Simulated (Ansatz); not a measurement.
# C3H9NSi: inversion of the pyramid at N3, part 2 of 2

Aim: the minimum-energy path and barrier of the inversion of the pyramid at N3. The ends are relaxed first, then joined by a nudged elastic band. SMILES of the start: CC(N)=C[SiH3].

Ansatz 0.2.0; RKS PBE/def2-SVP. Earlier steps stand in the parts before.

## 5. The band, image by image

The 5 inner images lie between the fixed ends 0 and 6. Energy is taken from image 0, and the path length is the program's own coordinate along the band.

| image | path (Å) | energy (eV) | sum of angles at N3 (°) | band force (eV/Å) |
| --- | --- | --- | --- | --- |
| 0 | 0.000 | 0.0000 | 348.8 | - |
| 1 | 0.101 | 0.0014 | 352.1 | 0.025 |
| 2 | 0.201 | 0.0074 | 357.6 | 0.018 |
| 3* | 0.301 | 0.0115 | 360.0 | 0.005 |
| 4 | 0.402 | 0.0074 | 357.6 | 0.024 |
| 5 | 0.503 | 0.0014 | 352.0 | 0.032 |
| 6 | 0.604 | 0.0001 | 349.5 | - |

The star marks the climbing image.

image, energy (eV) and a bar:
```
        0      0.000 
        1      0.001 ####
        2      0.007 ###################
        3      0.011 ##############################
        4      0.007 ###################
        5      0.001 ####
        6      0.000
```

The top of the band by iteration:

```csv
iteration,highest image above image 0 (eV),largest band force (eV/Å)
1,0.0145,0.263
2,0.0117,0.073
3,0.0115,0.072
4,0.0115,0.075
5,0.0115,0.032
```

The band as a trajectory file:

```xyz
14
image=0 dE=0.0000
C    -1.369   -0.514    0.449
C     0.107   -0.329    0.705
N     0.517   -0.807    1.938
C     0.949    0.305   -0.170
Si    0.482    1.091   -1.789
H    -1.677   -0.098   -0.528
H    -1.641   -1.592    0.457
H    -1.969   -0.019    1.242
H     1.523   -0.885    2.097
H    -0.030   -1.559    2.360
H     2.013    0.377    0.126
H     1.726    1.655   -2.424
H    -0.513    2.223   -1.657
H    -0.129    0.124   -2.778
14
image=1 dE=0.0014
C    -1.365   -0.525    0.443
C     0.111   -0.335    0.701
N     0.521   -0.812    1.932
C     0.952    0.299   -0.177
Si    0.481    1.091   -1.790
H    -1.678   -0.082   -0.520
H    -1.625   -1.606    0.418
H    -1.969   -0.060    1.250
H     1.523   -0.885    2.112
H    -0.054   -1.508    2.405
H     2.015    0.374    0.117
H     1.723    1.660   -2.426
H    -0.511    2.225   -1.649
H    -0.138    0.135   -2.786
14
image=2 dE=0.0074
C    -1.361   -0.535    0.437
C     0.115   -0.347    0.693
N     0.534   -0.857    1.901
C     0.953    0.300   -0.180
Si    0.479    1.097   -1.789
H    -1.676   -0.082   -0.521
H    -1.622   -1.615    0.403
H    -1.964   -0.075    1.249
H     1.527   -0.877    2.128
H    -0.078   -1.455    2.452
H     2.016    0.377    0.113
H     1.720    1.670   -2.423
H    -0.516    2.229   -1.648
H    -0.138    0.142   -2.789
14
image=3 dE=0.0115
C    -1.360   -0.542    0.433
C     0.118   -0.358    0.686
N     0.549   -0.920    1.865
C     0.951    0.307   -0.177
Si    0.477    1.102   -1.787
H    -1.676   -0.084   -0.522
H    -1.623   -1.621    0.398
H    -1.960   -0.083    1.247
H     1.526   -0.859    2.142
H    -0.092   -1.407    2.485
H     2.016    0.381    0.114
H     1.718    1.678   -2.420
H    -0.520    2.232   -1.649
H    -0.136    0.146   -2.787
14
image=4 dE=0.0074
C    -1.358   -0.549    0.429
C     0.120   -0.369    0.681
N     0.562   -0.985    1.830
C     0.950    0.314   -0.172
Si    0.476    1.107   -1.784
H    -1.675   -0.087   -0.524
H    -1.623   -1.628    0.392
H    -1.957   -0.090    1.245
H     1.518   -0.839    2.150
H    -0.100   -1.353    2.509
H     2.015    0.384    0.117
H     1.717    1.685   -2.415
H    -0.524    2.234   -1.647
H    -0.133    0.147   -2.783
14
image=5 dE=0.0014
C    -1.357   -0.560    0.424
C     0.122   -0.383    0.674
N     0.571   -1.035    1.807
C     0.949    0.312   -0.170
Si    0.477    1.111   -1.780
H    -1.677   -0.087   -0.523
H    -1.623   -1.637    0.379
H    -1.953   -0.107    1.245
H     1.509   -0.823    2.147
H    -0.104   -1.281    2.531
H     2.014    0.382    0.121
H     1.716    1.693   -2.407
H    -0.526    2.236   -1.639
H    -0.129    0.151   -2.781
14
image=6 dE=0.0001
C    -1.358   -0.570    0.418
C     0.119   -0.386    0.673
N     0.567   -1.032    1.812
C     0.950    0.302   -0.172
Si    0.480    1.103   -1.783
H    -1.684   -0.070   -0.512
H    -1.611   -1.649    0.339
H    -1.959   -0.153    1.255
H     1.505   -0.804    2.143
H    -0.108   -1.212    2.557
H     2.013    0.376    0.125
H     1.721    1.684   -2.410
H    -0.517    2.232   -1.633
H    -0.133    0.150   -2.784
```

## 6. Vibrations at the top

The geometry is the highest inner image of the first converged band.

File input.yaml:

```yaml
crystal:
  periodic: [false, false, false]
  atoms:
    - { symbol: C, position_ang: [-1.359608, -0.542217, 0.433041] }
    - { symbol: C, position_ang: [0.117644, -0.357781, 0.686301] }
    - { symbol: "N", position_ang: [0.548693, -0.920019, 1.864678] }
    - { symbol: C, position_ang: [0.95126, 0.307483, -0.176796] }
    - { symbol: Si, position_ang: [0.477363, 1.101916, -1.786834] }
    - { symbol: H, position_ang: [-1.675527, -0.084465, -0.522184] }
    - { symbol: H, position_ang: [-1.6227, -1.621243, 0.397561] }
    - { symbol: H, position_ang: [-1.960352, -0.082557, 1.247008] }
    - { symbol: H, position_ang: [1.525603, -0.859026, 2.141908] }
    - { symbol: H, position_ang: [-0.092036, -1.407211, 2.484643] }
    - { symbol: H, position_ang: [2.015535, 0.38105, 0.114448] }
    - { symbol: H, position_ang: [1.717688, 1.677605, -2.419788] }
    - { symbol: H, position_ang: [-0.520371, 2.231918, -1.648557] }
    - { symbol: H, position_ang: [-0.136095, 0.145547, -2.78673] }
basis:
  gaussian: { orbitals: def2-SVP }
hamiltonian:
  xc: pbe
phonons: {}
```

Launch:

```console
$ ansatz run input.yaml --threads 2 --pin off --max-ram 3072MiB --backend cpu --events-out ev --progress --plain --runs-dir out
```

Log, cut to the lines that bear on the results:

```text
Warning: RAYON_NUM_THREADS=2 ignored (pool sized by the plan → 2); use --threads N
[...]
Functional definition: PBE
[...]
1364 factors; their error is unknown
[...]
mean field -12608.54674529 eV, -463.3555465094 hartree, gradient 6.2e-5 eV, S^2 0.000000; 0 other end points of the search recorded, 0 dependent functions left out
[...]
reference -12608.54678492 eV, -463.3555479657 hartree; 24, 24 occupied and 95, 95 virtual orbitals, 1364 factors
[...]
1364 factors; their error is unknown
mean field -12608.54660278 eV, -463.3555412721 hartree, gradient 8.4e-7 eV, S^2 0.000000; 0 other end points of the search recorded, 0 dependent functions left out
[...]
reference -12608.54664239 eV, -463.3555427281 hartree; 24, 24 occupied and 95, 95 virtual orbitals, 1364 factors
[...]
1364 factors; their error is unknown
[...]
mean field -12608.54660082 eV, -463.3555412001 hartree, gradient 7.9e-7 eV, S^2 0.000000; 0 other end points of the search recorded, 0 dependent functions left out
[...]
WARN: phonons: modes at or below zero, which the zero-point energy, F, S and C_V leave out: 1, the lowest at -291.42 cm⁻¹. A minimum has none, and a first-order saddle one
[...]
Atom 6 at    -1.622700    -1.621243     0.397561 Å, force     0.000015     0.000458     0.000461 eV/Å
Atom 7 at    -1.960352    -0.082557     1.247008 Å, force     0.000405     0.000315    -0.000332 eV/Å
Atom 8 at     1.525603    -0.859026     2.141908 Å, force    -0.001387    -0.001033     0.001175 eV/Å
Atom 9 at    -0.092036    -1.407211     2.484643 Å, force    -0.000381    -0.000114    -0.000557 eV/Å
Atom 10 at     2.015535     0.381050     0.114448 Å, force     0.000080     0.000057     0.000055 eV/Å
Atom 11 at     1.717688     1.677605    -2.419788 Å, force    -0.000173     0.000131     0.000270 eV/Å
Atom 12 at    -0.520371     2.231918    -1.648557 Å, force     0.000119    -0.000206     0.000687 eV/Å
Atom 13 at    -0.136095     0.145547    -2.786730 Å, force     0.000515    -0.000419     0.000155 eV/Å
Dipole moment:    -0.086635    -0.397195     0.677993 e Å
Vibrations: -291.42 21.79 106.40 158.36 173.25 393.80 438.69 445.99 515.45 606.48 643.52 760.85 773.77 882.45 904.10 908.28 934.18 969.34 1006.77 1053.20 1208.30 1318.72 1381.57 1395.62 1405.30 1551.97 1636.58 2107.72 2119.30 2158.69 2962.66 3034.37 3063.48 3091.17 3536.22 3663.32 cm⁻¹, [...]
```

Run time: 2.1 min. Hardware: 2 threads of Arm Neoverse V1, shared host; peak memory 0.15 GiB.

Of 36 modes, 1 is imaginary by more than 30 cm⁻¹ (291i cm⁻¹).

## 7. Another band, settings changed

crystal.atoms is end A as relaxed above, and neb.final_atoms is end B, turned to lie on A. With 5 inner images the band has 7 in all.

File input.yaml:

```yaml
crystal:
  periodic: [false, false, false]
  atoms:
    - { symbol: C, position_ang: [-1.369455, -0.51406, 0.449035] }
    - { symbol: C, position_ang: [0.10664, -0.329348, 0.705166] }
    - { symbol: "N", position_ang: [0.516907, -0.8075, 1.938416] }
    - { symbol: C, position_ang: [0.949211, 0.304699, -0.169573] }
    - { symbol: Si, position_ang: [0.482415, 1.091089, -1.78908] }
    - { symbol: H, position_ang: [-1.677239, -0.09797, -0.527903] }
    - { symbol: H, position_ang: [-1.64141, -1.592235, 0.457421] }
    - { symbol: H, position_ang: [-1.96943, -0.018777, 1.241622] }
    - { symbol: H, position_ang: [1.522504, -0.884798, 2.096828] }
    - { symbol: H, position_ang: [-0.030124, -1.558856, 2.360397] }
    - { symbol: H, position_ang: [2.012767, 0.376882, 0.12564] }
    - { symbol: H, position_ang: [1.726392, 1.655364, -2.424107] }
    - { symbol: H, position_ang: [-0.512888, 2.222742, -1.656733] }
    - { symbol: H, position_ang: [-0.129192, 0.123769, -2.778429] }
basis:
  gaussian: { orbitals: def2-SVP }
hamiltonian:
  xc: pbe
neb:
  order_check: false
  images: 5
  f_tol: 0.05
  max_iterations: 60
  initial_path: idpp
  max_displacement: 0.02
  optimiser: lbfgs
  final_atoms:
    - { symbol: C, position_ang: [-1.36213299, -0.55069655, 0.42870839] }
    - { symbol: C, position_ang: [0.11919927, -0.38982253, 0.67076826] }
    - { symbol: "N", position_ang: [0.5676043, -1.04576045, 1.80447798] }
    - { symbol: C, position_ang: [0.95280026, 0.28820918, -0.17940457] }
    - { symbol: Si, position_ang: [0.48077695, 1.10091017, -1.78407175] }
    - { symbol: H, position_ang: [-1.68939446, -0.04346825, -0.49742108] }
    - { symbol: H, position_ang: [-1.6321935, -1.62503889, 0.34929604] }
    - { symbol: H, position_ang: [-1.94939295, -0.1265211, 1.27221301] }
    - { symbol: H, position_ang: [1.51204738, -0.83253091, 2.12744252] }
    - { symbol: H, position_ang: [-0.10303835, -1.21673705, 2.55451384] }
    - { symbol: H, position_ang: [2.01936519, 0.34529496, 0.10781626] }
    - { symbol: H, position_ang: [1.72439492, 1.66413886, -2.42098375] }
    - { symbol: H, position_ang: [-0.49748677, 2.2439351, -1.6225098] }
    - { symbol: H, position_ang: [-0.15545125, 0.15908847, -2.78214536] }
```

Launch:

```console
$ ansatz run input.yaml --threads 2 --pin off --max-ram 3072MiB --backend cpu --events-out ev --progress --plain --runs-dir out
```

Log, cut to the lines that bear on the results:

```text
Warning: RAYON_NUM_THREADS=2 ignored (pool sized by the plan → 2); use --threads N
[...]
[... 1 set-up line as earlier in the session ...]
[...]
1364 factors; their error is unknown
[...]
mean field -12608.55819722 eV, -463.3559673601 hartree, gradient 3.2e-5 eV, S^2 0.000000; 0 other end points of the search recorded, 0 dependent functions left out
[...]
reference -12608.55823697 eV, -463.3559688208 hartree; 24, 24 occupied and 95, 95 virtual orbitals, 1364 factors
1364 factors; their error is unknown
[...]
mean field -12608.55806640 eV, -463.3559625527 hartree, gradient 3.2e-5 eV, S^2 0.000000; 0 other end points of the search recorded, 0 dependent functions left out
[...]
reference -12608.55810615 eV, -463.3559640134 hartree; 24, 24 occupied and 95, 95 virtual orbitals, 1364 factors
NEB end point (image 0): max|allowed force component| = 1.392e-2 eV/Å (the criterion of neb.relax_end_points is 1.000e-2)
[...]
Atom 4 at     0.480546     1.100723    -1.785028 Å, force    -0.009346     0.014542    -0.029576 eV/Å
Atom 5 at    -1.682049    -0.082893    -0.520783 Å, force    -0.007919    -0.003384     0.001565 eV/Å
Atom 6 at    -1.625863    -1.622441     0.395892 Å, force     0.006701     0.006688    -0.004779 eV/Å
Atom 7 at    -1.964103    -0.086994     1.249823 Å, force     0.007484     0.003799    -0.008124 eV/Å
Atom 8 at     1.530239    -0.848516     2.125175 Å, force    -0.039126    -0.028393     0.032181 eV/Å
Atom 9 at    -0.085869    -1.406942     2.481413 Å, force     0.014956    -0.005421     0.011958 eV/Å
Atom 10 at     2.012364     0.377023     0.123248 Å, force     0.009359     0.012399    -0.022200 eV/Å
Atom 11 at     1.721965     1.674024    -2.416028 Å, force     0.005350     0.009552    -0.013302 eV/Å
Atom 12 at    -0.516368     2.230307    -1.642113 Å, force    -0.004959     0.006928    -0.014921 eV/Å
Atom 13 at    -0.133037     0.141509    -2.781646 Å, force    -0.004167     0.006751    -0.011318 eV/Å
Dipole moment:    -0.086987    -0.397614     0.673946 e Å
this run last wrote the band of iteration 4 to <dir>
```

It took 65 s on 2 threads of Arm Neoverse V1, shared host; peak memory 0.16 GiB.

## 8. The band, image by image

The 5 inner images lie between the fixed ends 0 and 6. Energy is taken from image 0, and the path length is the program's own coordinate along the band.

| image | path (Å) | energy (eV) | sum of angles at N3 (°) | band force (eV/Å) |
| --- | --- | --- | --- | --- |
| 0 | 0.000 | 0.0000 | 348.8 | - |
| 1 | 0.094 | 0.0030 | 354.6 | 0.029 |
| 2 | 0.184 | 0.0093 | 358.5 | 0.036 |
| 3* | 0.272 | 0.0124 | 360.0 | 0.039 |
| 4 | 0.359 | 0.0099 | 358.8 | 0.039 |
| 5 | 0.450 | 0.0038 | 355.1 | 0.036 |
| 6 | 0.543 | 0.0001 | 349.5 | - |

The star marks the climbing image.

image, energy (eV) and a bar:
```
        0      0.000 
        1      0.003 #######
        2      0.009 ######################
        3      0.012 ##############################
        4      0.010 ########################
        5      0.004 #########
        6      0.000
```

## 9. What came out

The summary covers parts 1 to 2.

| quantity | value |
| --- | --- |
| end A | 6 moves, 0.490 eV lower |
| end B | 8 moves, 0.529 eV lower |
| first band: barrier forwards | 0.011 eV |
| first band: barrier backwards | 0.011 eV |
| first band: second end relative to first | 0.000 eV |
| first band: highest image | 3 of 0 to 6, climbing |
| first band: band iterations | 5 |
| imaginary modes at the top | 291i cm⁻¹ |
| second band | top 0.012 eV above image 0, 4 iterations, 5 inner images |
| time, first and second band | 81 s and 65 s |

In the first band: the top lies 0.011 eV above the first end, or 0.4 kT at room temperature. The ends differ by 1 meV at most. One imaginary mode, as a first-order saddle point has. The second band's top lies 1 meV above the first's, so the changed settings hardly move the height. These are electronic energies, with no zero-point or thermal terms. Tunnelling, which matters where hydrogen moves, is missing too.
